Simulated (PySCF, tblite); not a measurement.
# C₆H₁₅PS: geometry, infrared bands and NMR shifts

Aim: predict the infrared bands and NMR shifts of C₆H₁₅PS (`CCCC[P@H](=S)CC`).

The runs use tblite 0.8.0 and PySCF 2.14.0, with density-fitted response routines of our own; the level of theory stands in each step. All values are computed, except where a source is named. Atoms count from 0, in the outputs and in this text.

**1. Starting geometry**

23 atoms, charge 0, multiplicity 1; geometry from: force field or distance geometry start.

Bonds of the start (Å): C0–C1 1.51, C1–C2 1.52, C2–C3 1.51, C3–P4 1.82, P4–S5 1.96, P4–C6 1.82, C6–C7 1.52, C0–H8 1.10, C0–H9 1.10, C0–H10 1.10, C1–H11 1.11, C1–H12 1.10, C2–H13 1.10, C2–H14 1.09, C3–H15 1.11, C3–H16 1.09, P4–H17 1.40, C6–H18 1.10, C6–H19 1.09, C7–H20 1.09, C7–H21 1.09, C7–H22 1.10.

**2. Geometry optimisation with GFN2-xTB**

The job: settings as JSON, then the geometry in Å.

```
{"job": {"kind": "relax", "xc": "GFN2-xTB", "basis": "xTB"}, "charge": 0, "multiplicity": 1}
C     -3.559700     0.192500     0.697300
C     -2.079100    -0.081900     0.650200
C     -1.601800    -0.450900    -0.747700
C     -0.128800    -0.792900    -0.809600
P      1.004000     0.558500    -0.363600
S      0.952500     2.052500    -1.633000
C      2.600200    -0.319300    -0.349400
C      3.743300     0.509400     0.225000
H     -4.136400    -0.684400     0.380600
H     -3.830400     1.031400     0.046100
H     -3.882400     0.451100     1.713700
H     -1.849600    -0.910600     1.351000
H     -1.544500     0.800200     1.030000
H     -1.813900     0.386300    -1.432700
H     -2.190800    -1.298100    -1.111800
H      0.066700    -1.631500    -0.103500
H      0.129100    -1.145200    -1.805100
H      0.715600     1.060800     0.913700
H      2.474300    -1.215200     0.278100
H      2.847700    -0.653700    -1.354200
H      3.926800     1.390800    -0.395700
H      4.654400    -0.085000     0.272600
H      3.498200     0.862200     1.241000
```

The run is started by

```console
> OMP_NUM_THREADS=1 python probes_run.py task.json out
```

This one command runs all jobs of the session in turn.

**Question.** This job is followed by: GFN2-xTB harmonic vibrations, gas phase; GIAO PBE0/pcSseg-1 NMR shielding, non-relativistic, gas phase. Predict these results of the whole session: strongest single infrared mode (GFN2-xTB); zero-point energy (GFN2-xTB); ¹³C shifts against TMS (PBE0/pcSseg-1); ¹H shifts against TMS (PBE0/pcSseg-1, means over atoms taken as alike); ³¹P shifts against H3PO4 (PBE0/pcSseg-1); ³³S shifts against CS2 (PBE0/pcSseg-1); surface potential, 1st and 99th percentile.

**Answer**, as computed:

| quantity | value |
| --- | --- |
| strongest single infrared mode (GFN2-xTB) | 2200 cm⁻¹, 207 km/mol |
| zero-point energy (GFN2-xTB) | 123.6 kcal/mol |
| ¹³C shifts against TMS (PBE0/pcSseg-1) | 36.2, 31.3, 28.0, 26.5, 16.5, 10.8 ppm |
| ¹H shifts against TMS (PBE0/pcSseg-1, means over atoms taken as alike) | 6.75, 2.28, 1.91, 1.61, 1.60, 1.55, 1.44, 1.40, 1.33, 1.06, 0.95 ppm |
| ³¹P shifts against H3PO4 (PBE0/pcSseg-1) | 2.3 ppm |
| ³³S shifts against CS2 (PBE0/pcSseg-1) | -325 ppm |
| surface potential, 1st and 99th percentile | -1.37 V and 1.15 V |

**Reading.** Relaxing lowered the energy by 0.266 eV in 108 steps; the close pair that moved most is P4–S5, from 1.961 to 1.930 Å. All 63 modes are real, so the xTB geometry is a minimum. The strongest single mode, at 2200 cm⁻¹, moves mainly H17. GFN2-xTB is a fitted tight-binding method: band positions and strengths are rough. Its intensities can rank the bands wrongly. At PBE0/pcSseg-1: The largest span, 294 ppm, is at S5, where the paramagnetic term is -231 ppm.
